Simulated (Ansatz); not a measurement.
WAu:

```xyz
2
Lattice="0.0000 2.9092 2.9092 2.9092 0.0000 2.9092 2.9092 2.9092 0.0000" Properties=species:S:1:pos:R:3 pbc="T T T"
W     0.0000    0.0000    0.0000
Au    4.3638    4.3638    4.3638
```

The cell was built by a generator and needn't be a form met in nature.

| Item | Value |
| --- | --- |
| Program | Ansatz 0.2.0 |
| Task | relaxation of cell and atoms |
| Functional | revPBE |
| Dispersion | D4 |
| Potentials or basis | Ansatz PAW |
| Cutoff | 420 eV (not typed: the program's choice for these potentials) |
| k mesh | 8 × 8 × 8 |
| Occupations | fermi-dirac, width 0.05 eV |
| Spin | no spin polarisation |

At the start: volume 24.62 Å³/atom.

Q: How do energy, volume and symmetry change on relaxing?

A: It ends after 4 steps and the volume is 23.89 Å³/atom (-3.0 %); space group F-43m (No. 216, to 0.05 Å).

The path:
```csv
step,energy change (eV),largest force (eV/Å),volume (Å³)
1,0.0000,0.0000,49.24
2,-0.0187,0.0000,47.87
3,-0.0188,0.0000,47.77
4,-0.0183,0.0000,47.77
```

Final structure:
```
W Au
1.0
     0.00000    2.87992    2.87992
     2.87992    0.00000    2.87992
     2.87992    2.87992    0.00000
W Au
1 1
Direct
  0.00000 0.00000 0.00000
  0.75000 0.75000 0.75000
```

Caveat: the plane-wave basis is chosen anew once the cell has moved, so the energies of steps on either side of that aren't comparable; pairwise dispersion overbinds metals, which lowers pressure and volume; the PAW data sets come from PBE, with cores solved anew for the run's functional, which leaves a small shift of forces and pressure.
